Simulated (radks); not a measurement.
**Re³⁺ in [Xe] 4f14 5d4: an all-electron calculation**

What are the levels of the rhenium ion Re3+, how large are its shells, and how does its energy divide?

Program: radks (a radial shooting solver on a logarithmic mesh, Libxc functionals) version 1. Level of theory: Dirac Kohn-Sham, exchange-only LDA, spin-unpolarised, spherical densities, finite nucleus; open shells fill j = l - 1/2 first. These are calculated values, not measurements, unless marked.

## 1. Starting point

* element: rhenium (Z = 75)
* charge: +3
* electrons: 72
* configuration: [Xe] 4f14 5d4
* nuclear rms radius: 5.3698 fm

## 2. Self-consistent calculation

The run's settings:

```text
Z 75
configuration [Xe] 4f14 5d4
relativity Dirac
functional lda,
spin unpolarised
j_filling energy
nucleus finite rms 5.3698 fm
c 137.035999084
```

**Question.** What will this run give?

**Answer**, as computed:

| quantity | value |
| --- | --- |
| total energy | -16695.8067 hartree |
| exchange-correlation share of it | 1.88 % |
| −T/E | 1.1304 |
| highest occupied level | 5d3/2, -32.216 eV |
| most extended occupied level | 5d3/2, <r> = 1.67 bohr |
| radius at density 0.001 e/bohr³ | 3.43 bohr |
| maxima of the radial density | 4 |
| ionisation energy, NIST | 39 (theory) eV |

What this shows: The radial density shows 4 maxima for 5 occupied principal shells; where shells overlap, one shows as a shoulder or not at all. −T/E is 1.130: with relativity the kinetic term as defined here no longer equals −E. Minus the highest eigenvalue, 32.216 eV, is 82 % of the tabulated ionisation energy (39 eV); the potential of a semilocal functional falls off too fast, so its top eigenvalue is too shallow. Spin polarisation and multiplet splitting are left out.
